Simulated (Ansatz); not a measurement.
# C₁₂H₁₂Ge: up Jacob's ladder to CCSD(T)

One table from this session's results is given with a row withheld; the runs are named, their logs left out.

Computed with Ansatz 0.2.0, Gaussian basis. Level: functionals in def2-TZVPP, the program's frozen cores in correlated methods.

Levels to be run: LDA (SPW92), PBE-D4, revPBE-D4, BLYP-D4, r2SCAN-D4, B97M-V, PBE0-D4, B3LYP-D4, r2SCANh-D4, r2SCAN0-D4, HSE06-D4, BHLYP-D4, CAM-B3LYP-D4, LC-ωPBE, ωB97X-V, ωB97M-V, B2PLYP, PBE-QIDH; CCSD(T)/def2-SVP; CCSD(T)/def2-TZVPP; MP2/def2-QZVPP; extrapolation to the limit; RPA on PBE.

## The geometry

All runs share one geometry, relaxed beforehand with PBE0-D4 in a triple-zeta def2 set.

SMILES `c1cc[c]([GeH2][c]2ccccc2)cc1`, 25 atoms, charge 0, spin multiplicity 1.

Atoms are counted from 1 here; the program's logs count them from 0.

Bond lengths: C1–C2 1.387 Å, C1–C13 1.387 Å, C1–H14 1.084 Å, C2–C3 1.387 Å, C2–H15 1.084 Å, C3–C4 1.393 Å, C3–H16 1.086 Å, C4–Ge5 1.947 Å, C4–C12 1.393 Å, Ge5–C6 1.947 Å, Ge5–H17 1.541 Å, Ge5–H18 1.541 Å, C6–C7 1.393 Å, C6–C11 1.393 Å, C7–C8 1.387 Å, C7–H19 1.086 Å, C8–C9 1.387 Å, C8–H20 1.084 Å and more. Angles: C2–C1–C13 119.8°, C2–C1–H14 120.1°, C13–C1–H14 120.1°, C1–C2–C3 120.0°, C1–C2–H15 120.1°, C3–C2–H15 119.9°, C2–C3–C4 120.8°, C2–C3–H16 119.1°, C4–C3–H16 120.0°, C3–C4–Ge5 120.7°, C3–C4–C12 118.6°, Ge5–C4–C12 120.7°, C4–Ge5–C6 110.9°, C4–Ge5–H17 108.8°, C4–Ge5–H18 108.8°, C6–Ge5–H17 108.8°, C6–Ge5–H18 108.8°, H17–Ge5–H18 110.8° and more.

Coordinates:

| atom | x (Å) | y (Å) | z (Å) |
| --- | --- | --- | --- |
| C1 | 0.2808 | -3.9162 | -0.6839 |
| C2 | -0.6090 | -3.1853 | -1.4569 |
| C3 | -1.1335 | -1.9959 | -0.9730 |
| C4 | -0.7776 | -1.5191 | 0.2868 |
| Ge5 | -1.4688 | 0.1806 | 0.9389 |
| C6 | -0.3096 | 1.6512 | 0.4046 |
| C7 | 0.7615 | 2.0403 | 1.2061 |
| C8 | 1.6141 | 3.0592 | 0.8074 |
| C9 | 1.4050 | 3.7049 | -0.4021 |
| C10 | 0.3412 | 3.3298 | -1.2091 |
| C11 | -0.5090 | 2.3105 | -0.8064 |
| C12 | 0.1150 | -2.2652 | 1.0533 |
| C13 | 0.6420 | -3.4551 | 0.5732 |
| H14 | 0.6902 | -4.8470 | -1.0599 |
| H15 | -0.8974 | -3.5438 | -2.4388 |
| H16 | -1.8328 | -1.4376 | -1.5878 |
| H17 | -1.5326 | 0.1318 | 2.4773 |
| H18 | -2.8691 | 0.4105 | 0.3394 |
| H19 | 0.9350 | 1.5477 | 2.1580 |
| H20 | 2.4423 | 3.3514 | 1.4434 |
| H21 | 2.0695 | 4.5025 | -0.7145 |
| H22 | 0.1716 | 3.8341 | -2.1539 |
| H23 | -1.3405 | 2.0316 | -1.4464 |
| H24 | 0.4032 | -1.9198 | 2.0415 |
| H25 | 1.3345 | -4.0249 | 1.1828 |

The first run:

The input, in.yaml:

```yaml
crystal:
  periodic: [false, false, false]
  atoms:
    - {symbol: C, position_ang: [0.280774, -3.916238, -0.683863]}
    - {symbol: C, position_ang: [-0.609029, -3.185335, -1.456918]}
    - {symbol: C, position_ang: [-1.133498, -1.995906, -0.972960]}
    - {symbol: C, position_ang: [-0.777556, -1.519144, 0.286773]}
    - {symbol: Ge, position_ang: [-1.468776, 0.180562, 0.938885]}
    - {symbol: C, position_ang: [-0.309567, 1.651201, 0.404615]}
    - {symbol: C, position_ang: [0.761457, 2.040303, 1.206139]}
    - {symbol: C, position_ang: [1.614073, 3.059167, 0.807421]}
    - {symbol: C, position_ang: [1.405034, 3.704851, -0.402117]}
    - {symbol: C, position_ang: [0.341236, 3.329816, -1.209064]}
    - {symbol: C, position_ang: [-0.508992, 2.310465, -0.806368]}
    - {symbol: C, position_ang: [0.115050, -2.265172, 1.053311]}
    - {symbol: C, position_ang: [0.642046, -3.455103, 0.573245]}
    - {symbol: H, position_ang: [0.690215, -4.847004, -1.059870]}
    - {symbol: H, position_ang: [-0.897352, -3.543762, -2.438850]}
    - {symbol: H, position_ang: [-1.832794, -1.437559, -1.587761]}
    - {symbol: H, position_ang: [-1.532610, 0.131801, 2.477310]}
    - {symbol: H, position_ang: [-2.869108, 0.410453, 0.339363]}
    - {symbol: H, position_ang: [0.935041, 1.547714, 2.157961]}
    - {symbol: H, position_ang: [2.442301, 3.351421, 1.443359]}
    - {symbol: H, position_ang: [2.069513, 4.502512, -0.714455]}
    - {symbol: H, position_ang: [0.171623, 3.834148, -2.153878]}
    - {symbol: H, position_ang: [-1.340498, 2.031647, -1.446367]}
    - {symbol: H, position_ang: [0.403219, -1.919809, 2.041451]}
    - {symbol: H, position_ang: [1.334497, -4.024927, 1.182840]}
basis:
  gaussian: {orbitals: def2-TZVPP}
hamiltonian: {xc: lda}
output: {orbitals: {seedname: orbitals}}
```

The run is started by

```sh
$ ansatz run in.yaml --threads 11 --pin off --events-out ev --progress --plain --max-ram 174080MiB --backend cuda --devices 0, --max-vram 75GiB
```

Among the steps run: LDA; PBE-D4 (GGA); revPBE-D4 (GGA); BLYP-D4 (GGA); r2SCAN-D4 (meta-GGA); B97M-V (meta-GGA); PBE0-D4 (hybrid); B3LYP-D4 (hybrid); r2SCANh-D4 (hybrid); r2SCAN0-D4 (hybrid); HSE06-D4 (hybrid); BHLYP-D4 (hybrid); CAM-B3LYP-D4 (range-separated); LC-ωPBE (range-separated); ωB97X-V (range-separated); ωB97M-V (range-separated); B2PLYP (double hybrid); PBE-QIDH (double hybrid).

One table of the session follows, with a row left open; its other results are not shown here.

It belongs to the step «Frontier levels by functional». 

```
  functional  HOMO (eV)  gap (eV)
 LDA (SPW92)      -6.42      4.64
      PBE-D4      -6.22      4.67
   revPBE-D4      -6.15      4.69
     BLYP-D4      -6.02      4.65
   r2SCAN-D4      -6.39      5.00
      B97M-V      -6.37      5.02
     PBE0-D4      -7.19      6.50
    B3LYP-D4      -6.96      6.10
  r2SCANh-D4      -6.76      5.68
  r2SCAN0-D4      -7.31      6.70
    HSE06-D4      -6.80      5.74
    BHLYP-D4      -7.94      8.25
CAM-B3LYP-D4      -8.36      8.74
     LC-ωPBE          ?         ?
     ωB97X-V      -9.31     10.65
     ωB97M-V      -9.23     10.48
```

Q: Estimate the row for LC-ωPBE from the others.

**Answer.** HOMO (eV): -9.66; gap (eV): 11.02. In the column «HOMO (eV)» it is the lowest.
